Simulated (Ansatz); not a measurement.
**Ga4As3P: the cell at several levels of theory**

Aim: relax an ordered 8-atom cell of Ga4As3P on the zincblende lattice (Amm2) with PBE and r2SCAN and see how far the functionals disagree on the cell. This is a trial cell built on a prototype, not taken from a measured structure, and it needn't be the compound's ground state.

Code: Ansatz 0.2.0. PAW datasets, plane waves, zero pressure. (Calculated; spin-unpolarised; the phase may be known or hypothetical.)

## Step 1: The structure to begin with

This is the cell as the run starts from it, not yet at rest; its lengths are not the crystal's.

It is orthorhombic, Amm2 (No. 38); a = 3.832 Å, b = 7.664 Å, c = 10.838 Å in the conventional setting, 19.89 Å³ an atom. Around P lie 4 Ga at 2.35 Å; around As lie 4 Ga at 2.35 Å; around Ga lie 2 As at 2.35 Å and 2 P at 2.35 Å; around Ga lie 1 P at 2.35 Å and 3 As at 2.35 Å.

Structure file:

```cif
data_structure
_symmetry_space_group_name_H-M 'Amm2'
_symmetry_Int_Tables_number 38
_cell_length_a 3.8318
_cell_length_b 7.6636
_cell_length_c 10.8379
_cell_angle_alpha 90.000
_cell_angle_beta 90.000
_cell_angle_gamma 90.000
_cell_volume 318.26
loop_
_atom_site_label
_atom_site_type_symbol
_atom_site_symmetry_multiplicity
_atom_site_Wyckoff_symbol
_atom_site_fract_x
_atom_site_fract_y
_atom_site_fract_z
_atom_site_occupancy
P1 P 2 a 0.00000 0.00000 0.00000 1
As1 As 4 e 0.50000 0.25000 0.75000 1
As2 As 2 a 0.00000 0.50000 0.00000 1
Ga1 Ga 2 b 0.50000 0.50000 0.37500 1
Ga2 Ga 4 d 0.00000 0.75000 0.12500 1
Ga3 Ga 2 b 0.50000 0.50000 0.87500 1
```

## Step 2: PBE: cell and atoms

input.yaml

```yaml
crystal:
  lattice:
    - [3.8317776295, 0.0, 0.0]
    - [0.0, 3.8317776295, 5.4189518916]
    - [0.0, -3.8317776295, 5.4189518916]
  atoms:
    - { symbol: P, position: [0.0, 0.0, 0.0] }
    - { symbol: As, position: [0.5, 0.0, 0.5] }
    - { symbol: As, position: [0.5, 0.5, 0.0] }
    - { symbol: As, position: [0.0, 0.5, 0.5] }
    - { symbol: Ga, position: [0.5, 0.875, 0.875] }
    - { symbol: Ga, position: [0.0, 0.875, 0.375] }
    - { symbol: Ga, position: [0.0, 0.375, 0.875] }
    - { symbol: Ga, position: [0.5, 0.375, 0.375] }
kpoints:
  mp_grid: { grid: [6, 4, 4] }
hamiltonian:
  xc: pbe
scf:
  occupations: { method: fermi_dirac, width: 0.02 }
relax:
  f_tol: 0.005
  cell: {}
```

Command:

```console
$ ansatz run input.yaml --threads 4 --pin off --max-ram 6451MiB --backend cpu --events-out ev --progress --plain --runs-dir out
```

The runs that follow: r2SCAN: cell and atoms.

Before running it: what results should come out? Wanted: for each run, a; b; c; volume; space group; SCF geometries.

**Answer**, as computed:

```
 level  a (Å)  b (Å)   c (Å)  volume (Å³/atom)  space group  SCF geometries
   PBE  4.022  8.040  11.357            22.951         Amm2               8
r2SCAN  3.970  7.938  11.216            22.094         Amm2               5
```

The first relaxation changed the volume by +15.4 % from the start. The volume runs from r2SCAN (least) to PBE (most), a spread of 3.9 %, or 1.3 % in length if all axes shared it alike.
